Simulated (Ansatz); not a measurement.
**C: energy and stress against strain**

This session takes C and sets out to see how energy and stress answer to the strain pattern (1, 0, 0, 0, 0, 0).

Method: DFT LDA, scalar-relativistic, plane waves, PAW, in Ansatz 0.2.0.

2 further runs of the same task are left out: 2 set aside as unsound or not needed. Runs told in other sessions of the task aren't counted.

### 1 Starting point

Symmetry: P6/mmm, No. 191, hexagonal system. The conventional cell has a = 4.775 Å, b = 4.775 Å, c = 4.132 Å, α = 90.00°, β = 90.00°, γ = 120.00°. Around C (site symmetry 3m) lie 4 C at 1.52 Å. C (site symmetry 2mm) is surrounded by 3 C at 1.33 to 1.52 Å.

As a file:

```
CELL_PARAMETERS angstrom
4.77496 0.00000 0.00000
-2.38748 4.13523 0.00000
0.00000 0.00000 4.13198
ATOMIC_POSITIONS crystal
C 0.66667 0.33333 0.18346
C 0.33333 0.66667 0.18346
C 0.66667 0.33333 0.81654
C 0.33333 0.66667 0.81654
C 0.50000 0.50000 0.33953
C 0.00000 0.50000 0.33953
C 0.50000 0.00000 0.33953
C 0.50000 0.50000 0.66047
C 0.50000 0.00000 0.66047
C 0.00000 0.50000 0.66047
```

This cell was relaxed beforehand with the same method: volume 8.16 Å³/atom, gap on the mesh none (metal).

### 2 The reference cell

The reference gives a free energy of -2424.6136 eV, pressure -0.01 GPa, largest force 0.009 eV/Å and gap on the mesh none (metal). It was computed beforehand with the settings of the runs below.

### 3 Next: energy and stress against strain

The cell is strained by ε times the Voigt pattern (1, 0, 0, 0, 0, 0) (xx, yy, zz, yz, xz, xy; engineering shear), with fractional coordinates fixed (clamped ions). The stress on the pattern is the sum of the stress components weighted by it, tension positive.

### 4 Point ε = -0.1500

Contents of input.yaml:

```yaml
crystal:
  lattice:
    - [4.0587127227, 0.0, 0.0]
    - [-2.0293563614, 4.135233323, 0.0]
    - [0.0, 0.0, 4.1319840921]
  atoms:
    - { symbol: C, position: [0.6666666667, 0.3333333333, 0.1834601087] }
    - { symbol: C, position: [0.3333333333, 0.6666666667, 0.1834601087] }
    - { symbol: C, position: [0.6666666667, 0.3333333333, 0.8165398913] }
    - { symbol: C, position: [0.3333333333, 0.6666666667, 0.8165398913] }
    - { symbol: C, position: [0.5, 0.5, 0.3395339677] }
    - { symbol: C, position: [0.0, 0.5, 0.3395339677] }
    - { symbol: C, position: [0.5, 0.0, 0.3395339677] }
    - { symbol: C, position: [0.5, 0.5, 0.6604660323] }
    - { symbol: C, position: [0.5, 0.0, 0.6604660323] }
    - { symbol: C, position: [0.0, 0.5, 0.6604660323] }
basis:
  ecutwfc: 420
kpoints:
  mp_grid: { grid: [12, 12, 10] }
hamiltonian:
  xc: lda
scf:
  occupations: { method: gaussian, width: 0.15 }
output:
  forces: true
  stress: true
  eigenvalues: true
```

Started as:

```console
> ansatz run input.yaml --threads 2 --pin off --max-ram 5120MiB --backend cpu --events-out ev --progress --plain --runs-dir out
```

What it wrote (excerpt; [...] marks lines left out):

```text
Warning: RAYON_NUM_THREADS=2 ignored (pool sized by the plan → 2); use --threads N
[...]
Pseudopotentials: kind: paw
Pseudopotential: C, paw, valence charge 4, recommended cutoff 420 eV (normal), C.paw.azcp
Functional definition: SPW92
[...]
Crystal: 10 atoms, lattice volume = 69.350 Å³
Basis set: ecut = 420 eV, 1375 PW (Γ)
Bands: 30, of which v1, the nominal top of the filled ones, is band 20 counted from 1 (19 counted from 0)
Symmetry: 8 space group operations
Space group: Cmmm (ITA 65), of the structure as read, at distance tolerance 4.1e-5 Å
k-points: 258 of 1440
[...]
SCF iter   1: F=—  HF=-2421.445499 eV  |F-HF|=—  |Δ(HF+E_count)|=         —  Δρ=2.20e-2  dr2=3.10e-1  ethr=1.77e-3  ⟨swp⟩=5.8  Hψ=37447  notcnv=0  defer=267
[...]
SCF iter   7: F=-2421.336266 eV  HF=-2421.336266 eV  |F-HF|=5.91e-9  |Δ(HF+E_count)|=   1.04e-8  Δρ=3.81e-6  dr2=1.45e-8  ethr=2.50e-10  ⟨swp⟩=12.3  Hψ=38957  notcnv=0
[...]
SCF converged after 7 iterations
Free energy (F): -2421.336266 eV
[...]
E sigma→0 (E₀):  -2421.328983 eV
Entropy (-TS):   -0.014565 eV (-1.456 meV/atom)
Fermi energy:    11.081069 eV
[...]
--- Forces (eV/Å), atoms counted from 1 ---
  atom   1  C      0.00000000    -4.21494714    -2.57455110
  atom   2  C     -0.00000000     4.21494714    -2.57455110
  atom   3  C      0.00000000    -4.21494714     2.57455110
  atom   4  C     -0.00000000     4.21494714     2.57455110
  atom   5  C      0.00000000     0.00000000    -0.54830379
  atom   6  C      0.00000000     0.00000000    -0.54830379
  atom   7  C      0.00000000     0.00000000    -0.55487751
  atom   8  C      0.00000000     0.00000000     0.54830379
[...]
--- Stress (GPa, compression-positive) ---
       86.754174       0.000000       0.000000
        0.000000      43.310957       0.000000
        0.000000       0.000000      28.385894
  P = ⅓ Tr σ = 52.8170 GPa (528.170 kbar)
--- Band table (eV; the first three rows and the last of 258) ---
[...]
```

Run time: 13 s. Hardware: 2 threads of Arm Neoverse V2, shared host; peak memory 0.6 GiB.

### 5 Point ε = 0.1125

input.yaml, as its differences from that of step 4:

```diff
@@ -2,4 +2,4 @@
   lattice:
-    - [4.0587127227, 0.0, 0.0]
-    - [-2.0293563614, 4.135233323, 0.0]
+    - [5.3121387106, 0.0, 0.0]
+    - [-2.6560693553, 4.135233323, 0.0]
     - [0.0, 0.0, 4.1319840921]
```

Started as:

```console
> ansatz run input.yaml --threads 2 --pin off --max-ram 5120MiB --backend cpu --events-out ev --progress --plain --runs-dir out
```

What it wrote (excerpt; [...] marks lines left out):

```text
[...]
SCF converged after 8 iterations
Free energy (F): -2423.194354 eV
[...]
E sigma→0 (E₀):  -2423.192457 eV
Entropy (-TS):   -0.003794 eV (-0.379 meV/atom)
Fermi energy:    6.776457 eV
[...]
--- Forces (eV/Å), atoms counted from 1 ---
  atom   1  C     -0.00000000     0.70248160     0.46553031
  atom   2  C      0.00000000    -0.70248160     0.46553031
  atom   3  C     -0.00000000     0.70248160    -0.46553031
  atom   4  C      0.00000000    -0.70248160    -0.46553031
  atom   5  C     -0.00000000     0.00000000    -0.19052281
  atom   6  C      0.00000000     0.00000000    -0.19052281
  atom   7  C      0.00000000     0.00000000    -0.02522091
  atom   8  C     -0.00000000     0.00000000     0.19052281
[...]
--- Stress (GPa, compression-positive) ---
      -44.910605       0.000000       0.000000
        0.000000     -10.135075       0.000000
        0.000000       0.000000      -2.290066
  P = ⅓ Tr σ = -19.1119 GPa (-191.119 kbar)
--- Band table (eV; the first three rows and the last of 258) ---
[...]
```

It took 16 s on 2 threads of Arm Neoverse V2, shared host; peak memory 0.7 GiB.

### 6 Point ε = -0.0750

input.yaml, as its differences from that of step 5:

```diff
@@ -2,4 +2,4 @@
   lattice:
-    - [5.3121387106, 0.0, 0.0]
-    - [-2.6560693553, 4.135233323, 0.0]
+    - [4.4168344336, 0.0, 0.0]
+    - [-2.2084172168, 4.135233323, 0.0]
     - [0.0, 0.0, 4.1319840921]
```

Started as:

```console
> ansatz run input.yaml --threads 2 --pin off --max-ram 5120MiB --backend cpu --events-out ev --progress --plain --runs-dir out
```

What it wrote (excerpt; [...] marks lines left out):

```text
Warning: RAYON_NUM_THREADS=2 ignored (pool sized by the plan → 2); use --threads N
[...]
[... 3 set-up lines as earlier in the session ...]
[...]
Crystal: 10 atoms, lattice volume = 75.469 Å³
Basis set: ecut = 420 eV, 1471 PW (Γ)
Bands: 30, of which v1, the nominal top of the filled ones, is band 20 counted from 1 (19 counted from 0)
[... 1 set-up line as earlier in the session ...]
Space group: Cmmm (ITA 65), of the structure as read, at distance tolerance 4.2e-5 Å
k-points: 258 of 1440
[...]
SCF iter   1: F=—  HF=-2423.914419 eV  |F-HF|=—  |Δ(HF+E_count)|=         —  Δρ=2.15e-2  dr2=3.49e-1  ethr=1.77e-3  ⟨swp⟩=6.0  Hψ=37256  notcnv=0  defer=225
[...]
SCF iter   7: F=-2423.806762 eV  HF=-2423.806762 eV  |F-HF|=1.04e-8  |Δ(HF+E_count)|=   2.51e-7  Δρ=5.36e-6  dr2=1.38e-8  ethr=2.50e-10  ⟨swp⟩=12.5  Hψ=41267  notcnv=0
[...]
SCF converged after 7 iterations
Free energy (F): -2423.806762 eV
[...]
E sigma→0 (E₀):  -2423.798263 eV
Entropy (-TS):   -0.016999 eV (-1.700 meV/atom)
Fermi energy:    9.477810 eV
[...]
--- Forces (eV/Å), atoms counted from 1 ---
  atom   1  C      0.00000000    -1.37505795    -0.91472727
  atom   2  C      0.00000000     1.37505795    -0.91472727
  atom   3  C     -0.00000000    -1.37505795     0.91472727
  atom   4  C     -0.00000000     1.37505795     0.91472727
  atom   5  C      0.00000000     0.00000000    -0.07324295
  atom   6  C      0.00000000     0.00000000    -0.07324295
  atom   7  C      0.00000000     0.00000000    -0.23471450
  atom   8  C     -0.00000000    -0.00000000     0.07324295
[...]
--- Stress (GPa, compression-positive) ---
       42.942696      -0.000000      -0.000000
       -0.000000      13.914737       0.000000
       -0.000000       0.000000       7.738819
  P = ⅓ Tr σ = 21.5321 GPa (215.321 kbar)
--- Band table (eV; the first three rows and the last of 258) ---
[...]
```

It took 14 s on 2 threads of Arm Neoverse V2, shared host; peak memory 0.63 GiB.

### 7 At ε = 0.0375

input.yaml, as its differences from that of step 6:

```diff
@@ -2,4 +2,4 @@
   lattice:
-    - [4.4168344336, 0.0, 0.0]
-    - [-2.2084172168, 4.135233323, 0.0]
+    - [4.9540169998, 0.0, 0.0]
+    - [-2.4770084999, 4.135233323, 0.0]
     - [0.0, 0.0, 4.1319840921]
```

Started as:

```console
> ansatz run input.yaml --threads 2 --pin off --max-ram 5120MiB --backend cpu --events-out ev --progress --plain --runs-dir out
```

What it wrote (excerpt; [...] marks lines left out):

```text
[...]
SCF converged after 9 iterations
Free energy (F): -2424.435764 eV
[...]
E sigma→0 (E₀):  -2424.431813 eV
Entropy (-TS):   -0.007903 eV (-0.790 meV/atom)
Fermi energy:    7.699933 eV
[...]
--- Forces (eV/Å), atoms counted from 1 ---
  atom   1  C      0.00000000     0.36204241     0.24818327
  atom   2  C     -0.00000000    -0.36204241     0.24818327
  atom   3  C      0.00000000     0.36204241    -0.24818327
  atom   4  C     -0.00000000    -0.36204241    -0.24818327
  atom   5  C      0.00000000     0.00000000    -0.09642931
  atom   6  C      0.00000000     0.00000000    -0.09642931
  atom   7  C     -0.00000000     0.00000000     0.04373192
  atom   8  C     -0.00000000    -0.00000000     0.09642931
[...]
--- Stress (GPa, compression-positive) ---
      -18.095847       0.000000       0.000000
        0.000000      -4.135757       0.000000
        0.000000       0.000000      -1.429329
  P = ⅓ Tr σ = -7.8870 GPa (-78.870 kbar)
--- Band table (eV; the first three rows and the last of 258) ---
[...]
```

It took 16 s on 2 threads of Arm Neoverse V2, shared host; peak memory 0.68 GiB.

### 8 ε = 0.1500

input.yaml, as its differences from that of step 7:

```diff
@@ -2,4 +2,4 @@
   lattice:
-    - [4.9540169998, 0.0, 0.0]
-    - [-2.4770084999, 4.135233323, 0.0]
+    - [5.4911995661, 0.0, 0.0]
+    - [-2.745599783, 4.135233323, 0.0]
     - [0.0, 0.0, 4.1319840921]
```

Started as:

```console
> ansatz run input.yaml --threads 2 --pin off --max-ram 5120MiB --backend cpu --events-out ev --progress --plain --runs-dir out
```

What it wrote (excerpt; [...] marks lines left out):

```text
[...]
SCF converged after 9 iterations
Free energy (F): -2422.244622 eV
[...]
E sigma→0 (E₀):  -2422.243237 eV
Entropy (-TS):   -0.002770 eV (-0.277 meV/atom)
Fermi energy:    6.351924 eV
[...]
--- Forces (eV/Å), atoms counted from 1 ---
  atom   1  C      0.00000000     0.72867273     0.47367521
  atom   2  C     -0.00000000    -0.72867273     0.47367521
  atom   3  C      0.00000000     0.72867273    -0.47367521
  atom   4  C     -0.00000000    -0.72867273    -0.47367521
  atom   5  C     -0.00000000     0.00000000    -0.16509019
  atom   6  C      0.00000000     0.00000000    -0.16509019
  atom   7  C      0.00000000     0.00000000    -0.11903318
  atom   8  C     -0.00000000     0.00000000     0.16509019
[...]
--- Stress (GPa, compression-positive) ---
      -54.151199       0.000000       0.000000
        0.000000     -12.326117       0.000000
        0.000000       0.000000      -2.248164
  P = ⅓ Tr σ = -22.9085 GPa (-229.085 kbar)
--- Band table (eV; the first three rows and the last of 258) ---
[...]
```

Run time: 18 s. Hardware: 2 threads of Arm Neoverse V2, shared host; peak memory 0.72 GiB.

### 9 Point ε = -0.1125

input.yaml, as its differences from that of step 8:

```diff
@@ -2,4 +2,4 @@
   lattice:
-    - [5.4911995661, 0.0, 0.0]
-    - [-2.745599783, 4.135233323, 0.0]
+    - [4.2377735782, 0.0, 0.0]
+    - [-2.1188867891, 4.135233323, 0.0]
     - [0.0, 0.0, 4.1319840921]
```

Started as:

```console
> ansatz run input.yaml --threads 2 --pin off --max-ram 5120MiB --backend cpu --events-out ev --progress --plain --runs-dir out
```

What it wrote (excerpt; [...] marks lines left out):

```text
[...]
SCF converged after 7 iterations
Free energy (F): -2422.780668 eV
[...]
E sigma→0 (E₀):  -2422.772488 eV
Entropy (-TS):   -0.016360 eV (-1.636 meV/atom)
Fermi energy:    10.284380 eV
[...]
--- Forces (eV/Å), atoms counted from 1 ---
  atom   1  C      0.00000000    -2.61192265    -1.65682317
  atom   2  C      0.00000000     2.61192265    -1.65682317
  atom   3  C     -0.00000000    -2.61192265     1.65682317
  atom   4  C     -0.00000000     2.61192265     1.65682317
  atom   5  C      0.00000000     0.00000000    -0.33457788
  atom   6  C      0.00000000     0.00000000    -0.33457788
  atom   7  C      0.00000000     0.00000000    -0.39043748
  atom   8  C     -0.00000000    -0.00000000     0.33457788
[...]
--- Stress (GPa, compression-positive) ---
       64.319875      -0.000000      -0.000000
       -0.000000      26.510732       0.000000
       -0.000000       0.000000      16.241131
  P = ⅓ Tr σ = 35.6906 GPa (356.906 kbar)
--- Band table (eV; the first three rows and the last of 258) ---
[...]
```

Run time: 15 s. Hardware: 2 threads of Arm Neoverse V2, shared host; peak memory 0.62 GiB.

### 10 Point ε = 0.0750

input.yaml, as its differences from that of step 9:

```diff
@@ -2,4 +2,4 @@
   lattice:
-    - [4.2377735782, 0.0, 0.0]
-    - [-2.1188867891, 4.135233323, 0.0]
+    - [5.1330778552, 0.0, 0.0]
+    - [-2.5665389276, 4.135233323, 0.0]
     - [0.0, 0.0, 4.1319840921]
```

Started as:

```console
> ansatz run input.yaml --threads 2 --pin off --max-ram 5120MiB --backend cpu --events-out ev --progress --plain --runs-dir out
```

What it wrote (excerpt; [...] marks lines left out):

```text
Warning: RAYON_NUM_THREADS=2 ignored (pool sized by the plan → 2); use --threads N
[...]
[... 3 set-up lines as earlier in the session ...]
[...]
Crystal: 10 atoms, lattice volume = 87.707 Å³
Basis set: ecut = 420 eV, 1717 PW (Γ)
Bands: 30, of which v1, the nominal top of the filled ones, is band 20 counted from 1 (19 counted from 0)
[... 1 set-up line as earlier in the session ...]
Space group: Cmmm (ITA 65), of the structure as read, at distance tolerance 4.4e-5 Å
k-points: 258 of 1440
[...]
SCF iter   1: F=—  HF=-2424.048168 eV  |F-HF|=—  |Δ(HF+E_count)|=         —  Δρ=1.73e-2  dr2=3.24e-1  ethr=1.77e-3  ⟨swp⟩=6.1  Hψ=36521  notcnv=0  defer=122
[...]
SCF iter   9: F=-2423.942833 eV  HF=-2423.942833 eV  |F-HF|=1.69e-8  |Δ(HF+E_count)|=   1.29e-7  Δρ=2.35e-6  dr2=8.48e-9  ethr=2.50e-10  ⟨swp⟩=10.6  Hψ=35214  notcnv=0
[...]
SCF converged after 9 iterations
Free energy (F): -2423.942833 eV
[...]
E sigma→0 (E₀):  -2423.940082 eV
Entropy (-TS):   -0.005500 eV (-0.550 meV/atom)
Fermi energy:    7.222288 eV
[...]
--- Forces (eV/Å), atoms counted from 1 ---
  atom   1  C      0.00000000     0.58723084     0.39621330
  atom   2  C     -0.00000000    -0.58723084     0.39621330
  atom   3  C      0.00000000     0.58723084    -0.39621330
  atom   4  C     -0.00000000    -0.58723084    -0.39621330
  atom   5  C      0.00000000     0.00000000    -0.16554901
  atom   6  C      0.00000000     0.00000000    -0.16554901
  atom   7  C     -0.00000000     0.00000000     0.03461093
  atom   8  C     -0.00000000    -0.00000000     0.16554901
[...]
--- Stress (GPa, compression-positive) ---
      -33.008665       0.000000       0.000000
        0.000000      -7.437036       0.000000
        0.000000       0.000000      -2.085834
  P = ⅓ Tr σ = -14.1772 GPa (-141.772 kbar)
--- Band table (eV; the first three rows and the last of 258) ---
[...]
```

Run time: 17 s. Hardware: 2 threads of Arm Neoverse V2, shared host; peak memory 0.69 GiB.

### 11 At ε = -0.0375

input.yaml, as its differences from that of step 10:

```diff
@@ -2,4 +2,4 @@
   lattice:
-    - [5.1330778552, 0.0, 0.0]
-    - [-2.5665389276, 4.135233323, 0.0]
+    - [4.595895289, 0.0, 0.0]
+    - [-2.2979476445, 4.135233323, 0.0]
     - [0.0, 0.0, 4.1319840921]
```

Started as:

```console
> ansatz run input.yaml --threads 2 --pin off --max-ram 5120MiB --backend cpu --events-out ev --progress --plain --runs-dir out
```

What it wrote (excerpt; [...] marks lines left out):

```text
Warning: RAYON_NUM_THREADS=2 ignored (pool sized by the plan → 2); use --threads N
[...]
[... 3 set-up lines as earlier in the session ...]
[...]
Crystal: 10 atoms, lattice volume = 78.529 Å³
Basis set: ecut = 420 eV, 1539 PW (Γ)
Bands: 30, of which v1, the nominal top of the filled ones, is band 20 counted from 1 (19 counted from 0)
[... 1 set-up line as earlier in the session ...]
Space group: Cmmm (ITA 65), of the structure as read, at distance tolerance 4.3e-5 Å
k-points: 258 of 1440
[...]
SCF iter   1: F=—  HF=-2424.530517 eV  |F-HF|=—  |Δ(HF+E_count)|=         —  Δρ=2.06e-2  dr2=3.64e-1  ethr=1.77e-3  ⟨swp⟩=6.1  Hψ=37147  notcnv=0  defer=148
[...]
SCF iter   7: F=-2424.417786 eV  HF=-2424.417786 eV  |F-HF|=8.85e-9  |Δ(HF+E_count)|=   1.98e-7  Δρ=5.61e-6  dr2=2.45e-8  ethr=2.50e-10  ⟨swp⟩=10.1  Hψ=42343  notcnv=0
[...]
SCF converged after 7 iterations
Free energy (F): -2424.417786 eV
[...]
E sigma→0 (E₀):  -2424.411610 eV
Entropy (-TS):   -0.012352 eV (-1.235 meV/atom)
Fermi energy:    8.807800 eV
[...]
--- Forces (eV/Å), atoms counted from 1 ---
  atom   1  C      0.00000000    -0.54427856    -0.37185314
  atom   2  C      0.00000000     0.54427856    -0.37185314
  atom   3  C     -0.00000000    -0.54427856     0.37185314
  atom   4  C     -0.00000000     0.54427856     0.37185314
  atom   5  C     -0.00000000     0.00000000     0.03903561
  atom   6  C      0.00000000     0.00000000     0.03903561
  atom   7  C      0.00000000     0.00000000    -0.10547141
  atom   8  C      0.00000000    -0.00000000    -0.03903561
[...]
--- Stress (GPa, compression-positive) ---
       20.910175      -0.000000      -0.000000
       -0.000000       5.575369       0.000000
       -0.000000       0.000000       2.679619
  P = ⅓ Tr σ = 9.7217 GPa (97.217 kbar)
--- Band table (eV; the first three rows and the last of 258) ---
[...]
```

It took 14 s on 2 threads of Arm Neoverse V2, shared host; peak memory 0.64 GiB.

### 12 Point ε = 0.1312

input.yaml, as its differences from that of step 11:

```diff
@@ -2,4 +2,4 @@
   lattice:
-    - [4.595895289, 0.0, 0.0]
-    - [-2.2979476445, 4.135233323, 0.0]
+    - [5.4014303905, 0.0, 0.0]
+    - [-2.7007151953, 4.135233323, 0.0]
     - [0.0, 0.0, 4.1319840921]
```

Started as:

```console
> ansatz run input.yaml --threads 2 --pin off --max-ram 5120MiB --backend cpu --events-out ev --progress --plain --runs-dir out
```

What it wrote (excerpt; [...] marks lines left out):

```text
[...]
SCF converged after 9 iterations
Free energy (F): -2422.742759 eV
[...]
E sigma→0 (E₀):  -2422.741153 eV
Entropy (-TS):   -0.003214 eV (-0.321 meV/atom)
Fermi energy:    6.562610 eV
[...]
--- Forces (eV/Å), atoms counted from 1 ---
  atom   1  C     -0.00000000     0.72554314     0.47627837
  atom   2  C      0.00000000    -0.72554314     0.47627837
  atom   3  C     -0.00000000     0.72554314    -0.47627837
  atom   4  C      0.00000000    -0.72554314    -0.47627837
  atom   5  C      0.00000000     0.00000000    -0.18393335
  atom   6  C      0.00000000    -0.00000000    -0.18393335
  atom   7  C      0.00000000     0.00000000    -0.06849989
  atom   8  C      0.00000000     0.00000000     0.18393335
[...]
--- Stress (GPa, compression-positive) ---
      -49.827037      -0.000000       0.000000
       -0.000000     -11.285552       0.000000
        0.000000       0.000000      -2.291394
  P = ⅓ Tr σ = -21.1347 GPa (-211.347 kbar)
--- Band table (eV; the first three rows and the last of 258) ---
[...]
```

It took 17 s on 2 threads of Arm Neoverse V2, shared host; peak memory 0.71 GiB.

### 13 The scan collected

Collected from the runs (energy zero: the undisturbed cell):

| ε | ΔE (meV/atom) | stress on the pattern (GPa) | pressure (GPa) | gap on the mesh (eV) |
| --- | --- | --- | --- | --- |
| -0.1500 | 327.7 | -86.75 | 52.8 | 0.00 |
| -0.1125 | 183.3 | -64.32 | 35.7 | 0.00 |
| -0.0750 | 80.7 | -42.94 | 21.5 | 0.00 |
| -0.0375 | 19.6 | -20.91 | 9.7 | 0.00 |
| 0.0000 | 0.0 | 0.01 | 0.0 | 0.00 |
| 0.0375 | 17.8 | 18.10 | -7.9 | 0.00 |
| 0.0750 | 67.1 | 33.01 | -14.2 | 0.00 |
| 0.1125 | 141.9 | 44.91 | -19.1 | 0.00 |
| 0.1312 | 187.1 | 49.83 | -21.1 | 0.00 |
| 0.1500 | 236.9 | 54.15 | -22.9 | 0.03 |

### 14 What came out

```
                                  quantity    value
slope of the stress at ε = 0, over ±0.0375  520 GPa
```

From the stress slope, C11 is about 520 GPa with the ions clamped; letting the atoms relax could not make it stiffer. The step is wide, so higher orders mix in. The undisturbed cell stays the lowest of the sampled points. Compression costs more than tension: 327.7 against 236.9 meV/atom at the ends.
